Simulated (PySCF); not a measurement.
**P⁺: dipole response in aug-cc-pV(T+d)Z**

How polarisable is P⁺ at the levels listed below?

Method: unrestricted determinants in a Gaussian basis, no spin-orbit coupling in the energies. Code: PySCF 2.14.0.

## Step 1: The atom as given

```
Element     : phosphorus (Z = 15)
Basis       : aug-cc-pV(T+d)Z (6s5p4d2f, 55 functions)
Hamiltonian : no relativity, point nucleus
State 1     : P⁺: [Ne] 3s2 3p2, high-spin 3P determinant
Methods     : UHF, PBE, PBE0, revPBE, TPSS
```

Outer shells as boxes (Hund's rule):

P+ [Ne] 3s2 3p2
```
[Ne] core
3s [↑↓]
3p [↑ ][↑ ][  ]
```

One driver process ran all states and methods and kept the integrals in memory. Each run is shown as a PySCF script that sums up its settings (the driver passes frozen orbitals as a list and adds second-order terms of double hybrids); the logs are those of the runs themselves. The driver starts from symmetry-adapted Hartree-Fock orbitals, holds the occupation by maximum overlap and uses a logarithmic radial grid for functionals, so a plain start would take other cycles.

The integrals over 55 functions and the set-up took 0.16 s of CPU time.

## Step 2: P⁺, method by method

UHF:

input.py reads:

```python
from pyscf import gto, scf, dft, mp, cc
import basis_set_exchange as bse
mol = gto.M(atom="P 0 0 0", charge=1, spin=2, symmetry="D2h",
            basis=gto.basis.parse(bse.get_basis("aug-cc-pV(T+d)Z", elements=["P"], fmt="nwchem")))
mf = scf.UHF(mol)
mf.irrep_nelec = {'Ag': (3, 3), 'B1u': (2, 1), 'B2u': (2, 1), 'B3u': (1, 1)}
mf.kernel()
```

Standard output:

```text
damping factor = 0
level_shift factor = 0
DIIS = <class 'pyscf.scf.diis.CDIIS'>
diis_start_cycle = 1
diis_space = 10
diis_damp = 0
SCF conv_tol = 1e-09
SCF conv_tol_grad = None
number electrons alpha = 8  beta = 6
cycle= 1 E= -340.351465453667  delta_E= -0.00422  |g|= 0.0253  |ddm|= 0.0608
cycle= 2 E= -340.35213393117  delta_E= -0.000668  |g|= 0.0105  |ddm|= 0.0249
cycle= 3 E= -340.352274244942  delta_E= -0.00014  |g|= 0.000542  |ddm|= 0.0185
cycle= 4 E= -340.352274548448  delta_E= -3.04e-07  |g|= 6.82e-05  |ddm|= 0.00167
cycle= 5 E= -340.352274554315  delta_E= -5.87e-09  |g|= 1.41e-05  |ddm|= 0.000354
cycle= 6 E= -340.352274554569  delta_E= -2.54e-10  |g|= 3.1e-06  |ddm|= 8.53e-05
converged SCF energy = -340.352274554569  <S^2> = 2.0133209  2S+1 = 3.0088675
```

It used 3.6 s of CPU time after the integrals (shared host).

Orbital energies by shell (radii are means over both spins):

| shell | electrons | mean orbital energy (eV) | spread (eV) | rms radius (bohr) |
| --- | --- | --- | --- | --- |
| 1s α | 1 | -2187.5 | 0 | 0.120 |
| 1s β | 1 | -2187.1 | 0 | 0.120 |
| 2s α | 1 | -215.60 | 0 | 0.562 |
| 2s β | 1 | -215.11 | 0 | 0.562 |
| 2p α | 3 | -158.31 | 0.433 | 0.540 |
| 2p β | 3 | -157.44 | 0.550 | 0.540 |
| 3s α | 1 | -30.969 | 0 | 1.99 |
| 3s β | 1 | -25.428 | 0 | 1.99 |
| 3p α | 2 | -19.729 | 0 | 2.30 |

⟨S²⟩ = 2.013, ⟨L²⟩ = 2.04.

The driver then solved the coupled dipole response at imaginary frequencies: mean α = 14.51 bohr³ (xx, yy, zz: 14.13, 14.69, 14.69), C₆ = 75.34 au for a like pair.

PBE:

input.py, as changed from the run before:

```diff
@@ -4,3 +4,3 @@
             basis=gto.basis.parse(bse.get_basis("aug-cc-pV(T+d)Z", elements=["P"], fmt="nwchem")))
-mf = scf.UHF(mol)
+mf = dft.UKS(mol, xc="PBE")
 mf.irrep_nelec = {'Ag': (3, 3), 'B1u': (2, 1), 'B2u': (2, 1), 'B3u': (1, 1)}
```

Standard output:

```text
damping factor = 0
level_shift factor = 0
DIIS = <class 'pyscf.scf.diis.CDIIS'>
diis_start_cycle = 1
diis_space = 10
diis_damp = 0
SCF conv_tol = 1e-09
SCF conv_tol_grad = None
number electrons alpha = 8  beta = 6
XC functionals = PBE
    J. P. Perdew, K. Burke, and M. Ernzerhof.,  Phys. Rev. Lett. 77, 3865 (1996)
    J. P. Perdew, K. Burke, and M. Ernzerhof.,  Phys. Rev. Lett. 78, 1396 (1997)
    J. P. Perdew, K. Burke, and M. Ernzerhof.,  Phys. Rev. Lett. 77, 3865 (1996)
    J. P. Perdew, K. Burke, and M. Ernzerhof.,  Phys. Rev. Lett. 78, 1396 (1997)
cycle= 1 E= -340.722381416805  delta_E= -0.00594  |g|= 0.029  |ddm|= 0.206
cycle= 2 E= -340.722530987134  delta_E= -0.00015  |g|= 0.0084  |ddm|= 0.0474
cycle= 3 E= -340.722541109061  delta_E= -1.01e-05  |g|= 0.000783  |ddm|= 0.00704
cycle= 4 E= -340.722541487796  delta_E= -3.79e-07  |g|= 0.000224  |ddm|= 0.0019
cycle= 5 E= -340.722541513637  delta_E= -2.58e-08  |g|= 4.51e-06  |ddm|= 0.000568
cycle= 6 E= -340.722541513649  delta_E= -1.18e-11  |g|= 1.29e-07  |ddm|= 1.35e-05
converged SCF energy = -340.722541513649  <S^2> = 2.0035291  2S+1 = 3.0023518
```

CPU time 4.4 s on a shared host, the integrals not counted.

The driver then solved the coupled dipole response at imaginary frequencies: mean α = 14.48 bohr³ (xx, yy, zz: 13.86, 14.79, 14.79), C₆ = 74.90 au for a like pair.

PBE0:

input.py, as changed from the run before:

```diff
@@ -4,3 +4,3 @@
             basis=gto.basis.parse(bse.get_basis("aug-cc-pV(T+d)Z", elements=["P"], fmt="nwchem")))
-mf = dft.UKS(mol, xc="PBE")
+mf = dft.UKS(mol, xc="PBE0")
 mf.irrep_nelec = {'Ag': (3, 3), 'B1u': (2, 1), 'B2u': (2, 1), 'B3u': (1, 1)}
```

Standard output:

```text
damping factor = 0
level_shift factor = 0
DIIS = <class 'pyscf.scf.diis.CDIIS'>
diis_start_cycle = 1
diis_space = 10
diis_damp = 0
SCF conv_tol = 1e-09
SCF conv_tol_grad = None
number electrons alpha = 8  beta = 6
XC functionals = PBE0
    C. Adamo and V. Barone.,  J. Chem. Phys. 110, 6158 (1999)
    M. Ernzerhof and G. E. Scuseria.,  J. Chem. Phys. 110, 5029 (1999)
cycle= 1 E= -340.753544452546  delta_E= -0.00426  |g|= 0.0176  |ddm|= 0.154
cycle= 2 E= -340.753684738365  delta_E= -0.00014  |g|= 0.00449  |ddm|= 0.024
cycle= 3 E= -340.753693907013  delta_E= -9.17e-06  |g|= 0.00108  |ddm|= 0.00414
cycle= 4 E= -340.753695007663  delta_E= -1.1e-06  |g|= 0.0001  |ddm|= 0.00175
cycle= 5 E= -340.753695011411  delta_E= -3.75e-09  |g|= 2.84e-06  |ddm|= 0.000176
cycle= 6 E= -340.753695011419  delta_E= -8.01e-12  |g|= 2.8e-07  |ddm|= 1.63e-05
converged SCF energy = -340.753695011419  <S^2> = 2.0050637  2S+1 = 3.0033739
```

CPU time 7.3 s on a shared host, the integrals not counted.

The driver then solved the coupled dipole response at imaginary frequencies: mean α = 14.35 bohr³ (xx, yy, zz: 13.83, 14.61, 14.61), C₆ = 74.12 au for a like pair.

revPBE:

input.py, as changed from the run before:

```diff
@@ -4,3 +4,3 @@
             basis=gto.basis.parse(bse.get_basis("aug-cc-pV(T+d)Z", elements=["P"], fmt="nwchem")))
-mf = dft.UKS(mol, xc="PBE0")
+mf = dft.UKS(mol, xc="PBE_R,PBE")
 mf.irrep_nelec = {'Ag': (3, 3), 'B1u': (2, 1), 'B2u': (2, 1), 'B3u': (1, 1)}
```

Standard output:

```text
damping factor = 0
level_shift factor = 0
DIIS = <class 'pyscf.scf.diis.CDIIS'>
diis_start_cycle = 1
diis_space = 10
diis_damp = 0
SCF conv_tol = 1e-09
SCF conv_tol_grad = None
number electrons alpha = 8  beta = 6
XC functionals = PBE_R,PBE
    Y. Zhang and W. Yang.,  Phys. Rev. Lett. 80, 890 (1998)
    J. P. Perdew, K. Burke, and M. Ernzerhof.,  Phys. Rev. Lett. 77, 3865 (1996)
    J. P. Perdew, K. Burke, and M. Ernzerhof.,  Phys. Rev. Lett. 78, 1396 (1997)
cycle= 1 E= -340.82131570346  delta_E= -0.00527  |g|= 0.0269  |ddm|= 0.193
cycle= 2 E= -340.82146168954  delta_E= -0.000146  |g|= 0.00787  |ddm|= 0.0432
cycle= 3 E= -340.821471684948  delta_E= -1e-05  |g|= 0.000873  |ddm|= 0.00646
cycle= 4 E= -340.821472230133  delta_E= -5.45e-07  |g|= 0.000229  |ddm|= 0.00199
cycle= 5 E= -340.821472257179  delta_E= -2.7e-08  |g|= 4e-06  |ddm|= 0.000613
cycle= 6 E= -340.821472257188  delta_E= -9.49e-12  |g|= 9.84e-08  |ddm|= 1.26e-05
converged SCF energy = -340.821472257188  <S^2> = 2.004045  2S+1 = 3.0026955
```

CPU time 3.1 s on a shared host, the integrals not counted.

The driver then solved the coupled dipole response at imaginary frequencies: mean α = 14.51 bohr³ (xx, yy, zz: 13.91, 14.82, 14.82), C₆ = 75.17 au for a like pair.

TPSS:

input.py, as changed from the run before:

```diff
@@ -4,3 +4,3 @@
             basis=gto.basis.parse(bse.get_basis("aug-cc-pV(T+d)Z", elements=["P"], fmt="nwchem")))
-mf = dft.UKS(mol, xc="PBE_R,PBE")
+mf = dft.UKS(mol, xc="TPSS")
 mf.irrep_nelec = {'Ag': (3, 3), 'B1u': (2, 1), 'B2u': (2, 1), 'B3u': (1, 1)}
```

Standard output:

```text
damping factor = 0
level_shift factor = 0
DIIS = <class 'pyscf.scf.diis.CDIIS'>
diis_start_cycle = 1
diis_space = 10
diis_damp = 0
SCF conv_tol = 1e-09
SCF conv_tol_grad = None
number electrons alpha = 8  beta = 6
XC functionals = TPSS
    J. Tao, J. P. Perdew, V. N. Staroverov, and G. E. Scuseria.,  Phys. Rev. Lett. 91, 146401 (2003)
    J. P. Perdew, J. Tao, V. N. Staroverov, and G. E. Scuseria.,  J. Chem. Phys. 120, 6898 (2004)
    J. Tao, J. P. Perdew, V. N. Staroverov, and G. E. Scuseria.,  Phys. Rev. Lett. 91, 146401 (2003)
    J. P. Perdew, J. Tao, V. N. Staroverov, and G. E. Scuseria.,  J. Chem. Phys. 120, 6898 (2004)
cycle= 1 E= -340.903959124618  delta_E= -0.00454  |g|= 0.0222  |ddm|= 0.162
cycle= 2 E= -340.904087335376  delta_E= -0.000128  |g|= 0.00604  |ddm|= 0.0365
cycle= 3 E= -340.904094661955  delta_E= -7.33e-06  |g|= 0.000887  |ddm|= 0.00511
cycle= 4 E= -340.904095215397  delta_E= -5.53e-07  |g|= 0.000179  |ddm|= 0.00164
cycle= 5 E= -340.904095230051  delta_E= -1.47e-08  |g|= 2.17e-06  |ddm|= 0.000419
cycle= 6 E= -340.904095230054  delta_E= -2.33e-12  |g|= 1.53e-07  |ddm|= 6.62e-06
converged SCF energy = -340.904095230054  <S^2> = 2.004909  2S+1 = 3.0032709
```

It used 8.7 s of CPU time after the integrals (shared host).

The driver then solved the coupled dipole response at imaginary frequencies: mean α = 14.41 bohr³ (xx, yy, zz: 13.88, 14.67, 14.67), C₆ = 75.15 au for a like pair.

Radial density 4πr²ρ of P⁺ at UHF:

| r (bohr) | density | spin density |
| --- | --- | --- |
| 0.00136 | 0.0491 | 0.000 |
| 0.00229 | 0.135 | 0.000 |
| 0.00386 | 0.364 | 0.000 |
| 0.00649 | 0.952 | 0.000 |
| 0.0109 | 2.36 | 0.000 |
| 0.0184 | 5.35 | 0.000 |
| 0.0309 | 10.4 | 0.001 |
| 0.0519 | 15.9 | 0.006 |
| 0.0873 | 16.4 | 0.027 |
| 0.147 | 11.5 | 0.094 |
| 0.247 | 12.8 | 0.195 |
| 0.416 | 15.7 | 0.137 |
| 0.699 | 6.77 | 0.005 |
| 1.18 | 2.18 | 0.628 |
| 1.98 | 2.08 | 1.036 |
| 3.33 | 0.408 | 0.262 |
| 5.60 | 0.0101 | 0.008 |
| 9.41 | 1.53e-05 | 0.000 |

## Step 3: Polarisabilities and C₆

P⁺, in atomic units:

| method | mean α | C₆ (like pair) | S(−4) |
| --- | --- | --- | --- |
| UHF | 14.51 | 75.34 | 70.74 |
| PBE | 14.48 | 74.90 | 69.28 |
| PBE0 | 14.35 | 74.12 | 67.46 |
| revPBE | 14.51 | 75.17 | 69.68 |
| TPSS | 14.41 | 75.15 | 67.70 |

α(iu) at TPSS:

| u (hartree) | α(iu) (bohr³) |
| --- | --- |
| 0 | 14.41 |
| 0.0500 | 14.24 |
| 0.100 | 13.76 |
| 0.200 | 12.17 |
| 0.300 | 10.25 |
| 0.500 | 6.895 |
| 0.750 | 4.287 |
| 1.00 | 2.847 |
| 1.50 | 1.503 |
| 2.00 | 0.9387 |
| 3.00 | 0.4868 |
| 5.00 | 0.2209 |

## Step 4: Results

| quantity | value |
| --- | --- |
| α of P⁺ | 14.35 (PBE0) to 14.51 (revPBE) bohr³ |

What this shows: A single London oscillator with the computed α and C₆ of P⁺ at UHF would have ω = 4 C₆ / (3 α²) = 0.477 hartree. The basis is finite, and no extrapolation was made.
